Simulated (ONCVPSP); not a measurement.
# Tellurium: generating and testing an ONCV potential

Do these settings give a usable potential? It is generated, then checked for transferability, scattering, ghosts and hardness.

The numbers are computed with ONCVPSP 4.0.1 (PBEsol, scalar-relativistic, spin-unpolarised reference atom).

## 1. Settings

Typed settings, in words:

```
element                 : tellurium (Te, Z = 52)
type                    : optimised norm-conserving Vanderbilt (ONCV)
frozen core             : [Kr]
valence charge          : 16
reference configuration : 4d10 5s2 5p4
partial waves           : 5s: rc 1.95 bohr, ncon 4, nbas 8, qcut 2.9 1/bohr, 1 projector; 5p: rc 2.30 bohr, ncon 5, nbas 9, qcut 3.1 1/bohr, 2 projectors, debl 2.1 Ha; 4d: rc 1.50 bohr, ncon 3, nbas 7, qcut 12.8 1/bohr, 1 projector
local potential         : polynomial inside 1.35 bohr (lpopt 5, dvloc0 3 Ha)
core correction         : polynomial model core, fcfact 0.7
```

The outer shells as boxes (Hund's rule for the drawing; the calculation is spin-unpolarised):

```
[Kr] core
4d [↑↓][↑↓][↑↓][↑↓][↑↓]
5s [↑↓]
5p [↑↓][↑ ][↑ ]
```

## 2. Generation

File Te.dat:

```
# ATOM AND REFERENCE CONFIGURATION
# atsym  z   nc   nv     iexc    psfile
  Te 52.00    8    3  -116133      upf
#
#   n    l    f
    1    0    2.00
    2    0    2.00
    2    1    6.00
    3    0    2.00
    3    1    6.00
    3    2   10.00
    4    0    2.00
    4    1    6.00
    4    2   10.00
    5    0    2.00
    5    1    4.00
#
# PSEUDOPOTENTIAL AND OPTIMIZATION
# lmax
    2
#
#   l,   rc,      ep,       ncon, nbas, qcut
    0    1.95    0.00    4    8    2.90
    1    2.30    0.00    5    9    3.10
    2    1.50    0.00    3    7   12.80
#
# LOCAL POTENTIAL
# lloc, lpopt,  rc(5),   dvloc0
    4    5    1.35    3.00
#
# VANDERBILT-KLEINMAN-BYLANDER PROJECTORs
# l, nproj, debl
    0    1    3.90
    1    2    2.10
    2    1    1.70
#
# MODEL CORE CHARGE
# icmod, fcfact, rcfact
    1    0.70    0.00
#
# LOG DERIVATIVE ANALYSIS
# epsh1, epsh2, depsh
   -3.00    5.00    0.02
#
# OUTPUT GRID
# rlmax, drl
    6.00    0.01
#
# TEST CONFIGURATIONS
# ncnf
    4
# nvcnf
#   n    l    f
    3
    4    2   10.00
    5    0    2.00
    5    1    3.00
#
    3
    4    2   10.00
    5    0    2.00
    5    1    2.00
#
    3
    4    2   10.00
    5    0    2.00
    5    1    1.00
#
    3
    4    2    9.00
    5    0    2.00
    5    1    4.00
#
```

Launch:

```
$ oncvpsp.x < Te.dat > Te.out
```

Q: Predict the outcome of this session. Wanted: cutoffs for 1 and 0.1 mHa per electron, occupied waves; bound ghosts; GHOST(+) flags; largest test error; largest phase difference near zero energy, channels read; rms error of d²Exc/dn², without and with the model core.

As calculated:

| quantity | value |
| --- | --- |
| cutoffs for 1 and 0.1 mHa per electron, occupied waves | 46 Ha and 54 Ha |
| bound ghosts | s at -44.02 eV |
| GHOST(+) flags | p at 109 eV |
| largest test error (AE − PS) | -354 meV, for 4d9 5s2 5p4 |
| largest phase difference near zero energy, channels read | 0.017 rad |
| rms error of d²Exc/dn², without and with the model core | 5.12 and 0.37 mHa |

In words: A bound ghost (s) makes it unfit for use: electrons can fall into a state that the atom doesn't have. By total energies transferability is poor: the largest error is 354 meV on 49.2 eV, for 4d9 5s2 5p4. That test lies far up in energy; among those under 40 eV, nearer to bonding, the largest error is 11 meV. By its cutoff, 46 Ha for the looser tolerance, it is hard. At the looser tolerance the 4d wave is the slowest; 5s needs 37 Ha. Near zero energy the phases of the channels with partial waves agree within 0.017 rad. The pseudo curves have a pole with no partner nearby in the atom's: s at -1.60 Ha. The program also flags highly localised states, GHOST(+) (p). These are tests on the free atom; a crystal test is still owed.
